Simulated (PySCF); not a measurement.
# One shape, several levels: AlH2Br (SMILES [AlH2][Br])

Aim: a comparison of 6 runs (B2PLYP/STO-6G, B3LYP/STO-6G, PBE0/STO-6G, SVWN5/STO-6G, r2SCAN/STO-6G, wB97X-V/STO-6G) of AlH2Br. Input form: a Python script.

The results are computed with PySCF 2.14.0.

13 further runs of the same task are left out: 11 for a known fault of the program, 2 set aside as unsound or not needed.

### Step 1. The molecule

AlH2Br has 4 atoms, charge 0, and is taken as a singlet. As SMILES, `[AlH2][Br]`. The Al1–H3 distance was set to 1.891 Å, away from the relaxed value.

Bond lengths: Al1–Br2 2.256 Å, Al1–H4 1.576 Å. Angles: Br2–Al1–H4 117.6°.

### Step 2. A single-point energy at B2PLYP/STO-6G (run 1)

The input, input.py:

```python
from pyscf import gto, dft, mp

mol = gto.M(
    atom='''
Al    -0.124021     0.452323    -0.197512
Br     3.340225     1.513026     2.051262
H     -1.061270    -2.994838    -0.263050
H     -1.581756     2.639492    -1.596099
''',
    basis='sto-6g',
    max_memory=1860,
    verbose=3,
    unit='bohr',
)

mf = dft.RKS(mol, xc='0.53*HF + 0.47*B88, 0.73*LYP')
mf.grids.level = 5
mf.conv_tol = 1e-10
mf.kernel()
if not mf.converged:
    mf = mf.newton().run(mf.mo_coeff, mf.mo_occ)

pt = mp.MP2(mf, frozen=14).run()
etot = mf.e_tot + 0.27 * pt.e_corr
print('PT2 part  %.8f' % (0.27 * pt.e_corr))
print('E(%s) = %.9f' % ('B2PLYP', etot))
```

The run is started by

```bash
$ OMP_NUM_THREADS=1 python input.py
```

The log of the run:

```text
converged SCF energy = -2803.2257214601
E(RMP2) = -2803.2817018373  E_corr = -0.0559803771971251
E(SCS-RMP2) = -2803.28958776454  E_corr = -0.0638663044337072
PT2 part  -0.01511470
E(B2PLYP) = -2803.240836162
```

Run time: 3.6 s. Hardware: 1 thread of Arm Neoverse V2, shared host; peak memory 0.24 GiB.

### Step 3. A single-point energy at B3LYP/STO-6G (run 2)

The input, calc.py:

```python
from pyscf import gto, dft

mol = gto.Mole()
mol.atom = 'Al -0.065629 0.239359 -0.104519; Br 1.767571 0.800659 1.085481; H -0.561600 -1.584800 -0.139200; H -0.837029 1.396759 -0.844619'
mol.max_memory = 1860
mol.basis = 'sto-6g'
mol.verbose = 3
mol.spin = 0
mol.charge = 0
mol.build()

calc0 = dft.RKS(mol)
calc0.xc = 'b3lyp'
calc0.grids.level = 5
calc0.conv_tol = 1e-10
calc0.kernel()
if not calc0.converged:
    calc0 = calc0.newton().run(calc0.mo_coeff, calc0.mo_occ)

energy = calc0.e_tot
print(f'total energy: {energy:.8f} hartree')
```

The run is started by

```bash
$ OMP_NUM_THREADS=1 python calc.py
```

The log of the run:

```text
converged SCF energy = -2803.727776185
total energy: -2803.72777619 hartree
```

It took 4.2 s on 1 thread of Arm Neoverse V2, shared host; peak memory 0.24 GiB.

Run 3 isn't shown in full; the table further down has it.

### Step 4. The energy at SVWN5/STO-6G (run 4)

The input, input.py:

```python
from pyscf import gto, dft

mol = gto.M(
    atom=[
    ('Al', (-0.065629, 0.239359, -0.104519)),
    ('Br', (1.767571, 0.800659, 1.085481)),
    ('H', (-0.561600, -1.584800, -0.139200)),
    ('H', (-0.837029, 1.396759, -0.844619)),
],
    spin=0,
    basis='sto-6g',
    verbose=3,
    max_memory=1860,
)

ks = dft.RKS(mol, xc='svwn')
ks.conv_tol = 1e-10
ks.grids.level = 5
ks.kernel()
if not ks.converged:
    ks = ks.newton().run(ks.mo_coeff, ks.mo_occ)

e_tot = ks.e_tot
print('Final energy', e_tot)
```

The run is started by

```bash
$ OMP_NUM_THREADS=1 python input.py
```

The log of the run:

```text
converged SCF energy = -2798.78164768846
Final energy -2798.78164768846
```

Wall time 2.6 s (1 thread of Arm Neoverse V2, shared host); peak memory 0.14 GiB.

Run 5 isn't shown in full; the table further down has it.

### Step 5. A single-point energy at wB97X-V/STO-6G (run 6)

The input, input.py:

```python
from pyscf import gto, dft

mol = gto.M(
    atom='''
Al      -0.065629       0.239359      -0.104519
Br       1.767571       0.800659       1.085481
H       -0.561600      -1.584800      -0.139200
H       -0.837029       1.396759      -0.844619
''',
    basis='sto-6g',
    max_memory=1860,
    charge=0,
    verbose=3,
)

mf = dft.RKS(mol)
mf.xc = 'wb97x-v'
mf.grids.level = 5
mf.nlcgrids.level = 1
mf.conv_tol = 1e-10
mf.kernel()
if not mf.converged:
    mf = mf.newton().run(mf.mo_coeff, mf.mo_occ)

energy = mf.e_tot
print('E = %.10f Eh' % energy)
```

The run is started by

```bash
$ OMP_NUM_THREADS=1 python input.py
```

The log of the run:

```text
converged SCF energy = -2803.51990186005
E = -2803.5199018601 Eh
```

Wall time 20 s (1 thread of Arm Neoverse V2, shared host); peak memory 0.24 GiB.

### Step 6. Overview of the runs

```
run           level  frozen core orbitals  nlc grid   energy (Eh)  dipole moment (D)  HOMO energy (eV)  LUMO energy (eV)  wall time
  1   B2PLYP/STO-6G                    14         –  -2803.240836               2.20             -5.82              4.93      3.6 s
  2    B3LYP/STO-6G                     –         –  -2803.727776               1.93             -4.45              3.06      4.2 s
  3     PBE0/STO-6G                     –         –  -2803.383940               2.07             -4.71              3.38      3.9 s
  4    SVWN5/STO-6G                     –         –  -2798.781648               1.91             -3.32              2.14      2.6 s
  5   r2SCAN/STO-6G                     –         –  -2803.809417               1.94             -3.72              2.64      5.1 s
  6  wB97X-V/STO-6G                     –         1  -2803.519902               2.21             -7.07              5.79       20 s
```

### Step 7. Outcome

```
            quantity           value
 run 6: total energy  -2803.51990 Eh
run 6: dipole moment          2.21 D
  run 6: HOMO energy        -7.07 eV
  run 6: LUMO energy         5.79 eV
run 6: HOMO–LUMO gap        12.87 eV
```

In words: The dipole moment (its size) runs from 1.91 D (SVWN5/STO-6G) to 2.21 D (wB97X-V/STO-6G). The HOMO–LUMO gap runs from 5.47 eV (SVWN5/STO-6G) to 12.87 eV (wB97X-V/STO-6G). Totals of different functionals can't be ranked against each other. In runs 1, 2, 3, 4, 5, 6 the basis is minimal, so the values are rough. All runs together took 39 s, the longest 20 s.
